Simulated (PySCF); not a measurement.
# PbO: bond curves at several levels of theory

An exercise on one series of results from a longer session: the logs are not shown, and one member is left open.

Computed with PySCF 2.14.0. Level: Pb aug-cc-pVDZ-PP with ECP60, O aug-cc-pVDZ, scalar-relativistic core potentials.

Set-up of the first run:

A driver script around PySCF takes these settings:

```
atoms                         : Pb, O
charge                        : 0
basis                         : Pb aug-cc-pVDZ-PP with ECP60, O aug-cc-pVDZ
Hamiltonian                   : scalar-relativistic core potentials
basis functions               : 55
electrons treated             : 30
masses in u                   : 207.9766, 15.9949
levels                        : PBE0, PBE, r²SCAN, M06-L, BHandHLYP, B3LYP, HF, MP2, SCS-MP2, CCSD, CCSD(T)
grid                          : 80 radial by 434 angular points
occupations                   : held fixed by the projection of orbital angular momentum
dissociation limit            : Pb + O, each in its ground configuration
starting distance in angstrom : 1.995
values of 2S to try           : 0, 2, 4
```

Started as:

```sh
OMP_NUM_THREADS=1 python dia.py task.json out
```

Steps of the session up to this table: The job; The PBE0 curve of the state that the search chose; Excited determinants; PBE (GGA); r²SCAN (meta-GGA); M06-L; BHandHLYP (global hybrid GGA); B3LYP (global hybrid GGA); RHF; Adding correlation.

One of the session's tables, all rows but one given; the rest of the session is left out.

It belongs to the step «The curves together». Energy (eV) from each level's lowest point:

```
R (Å)    RHF  RHF-MP2  RHF-SCS-MP2  RHF-CCSD  RHF-CCSD(T)
1.663  1.547    2.205        2.162       n/a          n/a
1.741  0.591    1.074        1.039     0.868        1.008
1.818  0.121    0.413        0.388     0.279        0.370
1.876  0.000    0.142        0.125     0.066        0.116
1.934  0.026    0.015        0.007     0.000        0.004
1.992      ?        ?            ?         ?            ?
2.069  0.469    0.114        0.125     0.231        0.115
2.166  0.981    0.432        0.450     0.598        0.384
2.282  1.681    1.091        1.093     1.137        0.796
2.437  2.584    2.629        2.519       n/a          n/a
```

Q: Estimate the row for R (Å) = 1.992 from the others.

Worked estimate for «RHF». A straight line through the neighbours (1.934, 0.026) and (2.069, 0.469) gives 0.026 + (0.469 − 0.026) × (1.992 − 1.934) / (2.069 − 1.934) = 0.216; a parabola fitted to 4 rows on both sides gives 0.174.

**Answer.** RHF: 0.163; RHF-MP2: 0.000; RHF-SCS-MP2: 0.000; RHF-CCSD: 0.045; RHF-CCSD(T): 0.000. In «RHF» the line misses by +0.053 and the parabola by +0.011.
